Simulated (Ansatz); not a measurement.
# Ag (bcc type): the cost of one run

Computed with Ansatz 0.2.0 (DFT LDA, with the methods named in each step, unless a step's input says otherwise).

**1. The starting structure**

It takes space group Im-3m (No. 229, cubic). Conventional cell: a = 3.174 Å, b = 3.174 Å, c = 3.174 Å, α = 90.00°, β = 90.00°, γ = 90.00°. Ag (site symmetry m-3m) is surrounded by 8 Ag at 2.75 Å.

As a file:

```
CELL_PARAMETERS angstrom
-1.58714 1.58714 1.58714
1.58714 -1.58714 1.58714
1.58714 1.58714 -1.58714
ATOMIC_POSITIONS crystal
Ag 0.00000 0.00000 0.00000
```

Whether this phase is the stable one at these pressures isn't tested.

**2. Cell relaxed at zero pressure, PAW**

input.yaml reads:

```yaml
crystal:
  lattice:
    - [-1.587136441, 1.587136441, 1.587136441]
    - [1.587136441, -1.587136441, 1.587136441]
    - [1.587136441, 1.587136441, -1.587136441]
  atoms:
    - { symbol: Ag, position: [0.0, 0.0, 0.0] }
kpoints:
  mp_grid: { grid: [17, 17, 17] }
scf:
  occupations: { method: fermi_dirac, width: 0.1 }
hamiltonian:
  xc: lda
  pseudopotentials: { kind: paw }
output:
  forces: true
  stress: true
relax:
  f_tol: 0.005
  max_steps: 40
  cell: {}
```

Command:

```bash
$ ansatz run input.yaml --threads 1 --pin off --max-ram 2048MiB --backend cpu --events-out ev --progress --plain --runs-dir out
```

Q: Estimate wall time and peak memory on 1 thread of Arm Neoverse V1, shared host.

About 7.2 s, with a peak of 0.27 GiB.
